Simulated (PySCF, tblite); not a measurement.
**C₄H₈NO₂Si radical: geometry, infrared bands and EPR parameters**

What infrared bands and EPR parameters should C₄H₈NO₂Si radical (`O=COC/C=N\[CH][SiH3]`) show?

The runs use tblite 0.8.0 and PySCF 2.14.0, with density-fitted response routines of our own; the level of theory stands in each step. All values are computed, except where a source is named. Atoms are numbered from 0 throughout.

### Step 1. The molecule as given

16 atoms, charge 0, multiplicity 2; geometry from: force field or distance geometry start.

Bonds of the start (Å): O0–C1 1.28, C1–O2 1.38, O2–C3 1.41, C3–C4 1.50, C4–N5 1.28, N5–C6 1.44, C6–Si7 1.88, C1–H8 1.09, C3–H9 1.09, C3–H10 1.12, C4–H11 1.06, C6–H12 1.11, Si7–H13 1.48, Si7–H14 1.46, Si7–H15 1.45.

### Step 2. Optimising the geometry with GFN2-xTB

Job settings and geometry (Å):

```
{"job": {"kind": "relax", "xc": "GFN2-xTB", "basis": "xTB"}, "charge": 0, "multiplicity": 2}
O     -2.964500     0.347500     1.281300
C     -2.605200     0.872300     0.168200
O     -1.741700     0.155500    -0.635400
C     -1.255400    -1.127700    -0.331700
C     -0.507800    -0.966800     0.959700
N      0.658900    -0.432400     0.930800
C      1.274100     0.010200    -0.296100
Si     2.768100     1.018700     0.231800
H     -2.952700     1.865700    -0.110200
H     -0.582300    -1.535500    -1.080400
H     -2.101800    -1.816300    -0.089800
H     -0.927100    -1.280100     1.882000
H      1.607800    -0.853200    -0.902900
H      3.191200     0.413300     1.517100
H      2.296300     2.380400     0.482700
H      3.834300     0.957300    -0.751000
```

On the command line:

```bash
> OMP_NUM_THREADS=1 python probes_run.py task.json out
```

One launch serves the whole session: the jobs run in the order shown.

**Question.** This job is followed by: GFN2-xTB harmonic vibrations, gas phase; UKS B3LYP, pcH-1 on C H N O Si, non-relativistic, mean-field spin-orbit, GIAO. What will the session give for the following? strongest single infrared mode (GFN2-xTB); zero-point energy (GFN2-xTB); g(iso) (B3LYP); ⟨S²⟩; largest a(iso) (averaged by class); surface potential, 1st and 99th percentile.

**Answer**, as computed:

```
                                 quantity                  value
strongest single infrared mode (GFN2-xTB)  1791 cm⁻¹, 418 km/mol
             zero-point energy (GFN2-xTB)          68.1 kcal/mol
                           g(iso) (B3LYP)                2.00234
                                     ⟨S²⟩     0.763 (exact 0.75)
       largest a(iso) (averaged by class)    13C on C6, 59.8 MHz
    surface potential, 1st and 99th percentile     -1.57 V and 1.29 V
```

What this shows: Relaxing lowered the energy by 1.535 eV in 173 steps; the close pair that moved most is N5–C6, from 1.442 to 1.301 Å. The lowest mode is imaginary (44i cm⁻¹), so the xTB geometry is not a minimum. The strongest single mode, at 1791 cm⁻¹, moves mainly C1 and O0. GFN2-xTB is a fitted tight-binding method: band positions and strengths are rough. Its intensities can rank the bands wrongly. The largest share of the spin, 0.59 e, sits on C6. The isotropic g lies 0.0 ppt above the free-electron value.
